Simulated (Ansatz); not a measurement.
What does this script print? It uses the Ansatz DFT code, driven from Python.

The script reads `reb2.vasp`:
```text
ReB2
1.0
   2.90000000    0.00000000    0.00000000
  -1.45000000    2.51147367    0.00000000
   0.00000000    0.00000000    7.47800000
Re B
2 4
Direct
   0.33333333    0.66666667    0.25000000
   0.66666667    0.33333333    0.75000000
   0.33333333    0.66666667    0.54800000
   0.66666667    0.33333333    0.04800000
   0.33333333    0.66666667    0.95200000
   0.66666667    0.33333333    0.45200000
```

`edit.py`
```python
"""Editing single keys of the input for ReB2."""

import warnings

import ansatz as az
from ase.io import read
import pandas as pd

warnings.simplefilter("ignore", az.DeckWarning)

atoms = read("reb2.vasp", format="vasp")
crystal = az.Crystal.from_ase(atoms)

job = (
    crystal.calculation()
    .kpoints(10, 10, 4)
    .occupations(az.OccupationsMethod.FERMI_DIRAC, width=0.15)
    .functional("PBEsol")
    .basis(18 * az.Ha)
    .band_table()  # levels at the mesh points
)
typed = job.input()
rows = []
for value in [0.0001, 1e-06, 1e-08]:
    edited = typed.set(az.key.scf.convergence.dr2_threshold, value)
    summary = az.Session.from_dict(edited).plan().execute().report
    rows.append((value, summary["free_energy_ev"], summary["n_iterations"], len(summary["eigenvalues_ev"][0]) if "eigenvalues_ev" in summary else 0))
print(pd.DataFrame(rows, columns=["threshold eV", "F eV", "iterations", "bands listed"]).round(4).to_string(index=False))
print(edited.to_yaml())
```

```console
$ python edit.py
 threshold eV       F eV  iterations  bands listed
       0.0001 -22088.002           6            27
       0.0000 -22088.002           6            27
       0.0000 -22088.002           6            27
crystal:
  lattice:
    - [2.9, 0.0, 0.0]
    - [-1.45, 2.51147367, 0.0]
    - [0.0, 0.0, 7.478]
  atoms:
    - { symbol: Re, position: [0.33333333, 0.66666667, 0.25] }
    - { symbol: Re, position: [0.66666667, 0.33333333, 0.7499999999999999] }
    - { symbol: B, position: [0.33333333, 0.66666667, 0.548] }
    - { symbol: B, position: [0.66666667, 0.33333333, 0.048] }
    - { symbol: B, position: [0.33333333, 0.66666667, 0.952] }
    - { symbol: B, position: [0.66666667, 0.33333333, 0.452] }
basis:
  ecutwfc: 489.804952427784
kpoints:
  mp_grid:
    grid: [10, 10, 4]
hamiltonian:
  xc: pbesol
scf:
  occupations:
    method: fermi_dirac
    width: 0.15
  convergence:
    dr2_threshold: 1.0e-08
output:
  eigenvalues: true
```

Absolute energies stand on the zero of these potentials, so only differences at equal settings mean something. A total without «per atom» is that of the cell as typed. Spin is left out of this run. For a metal this k-point mesh is coarse: on a finer one energies can move by several to tens of meV an atom and pressures by half a GPa or more, differences at one mesh by less. The smearing is wide enough that free energy and stress hold a thermal part of the electrons. Spin-orbit coupling, which matters for elements this heavy, is left out. The starting cell is as deposited in a crystallographic database; the results hold for this polymorph, which needn't be the stable one. Hardware and time: 9.6 s on 1 thread of AMD EPYC 7B13 (Zen 3), on a shared host, peak memory 0.54 GiB.

(Lines on the test bed's own set-up are left out of the output.)
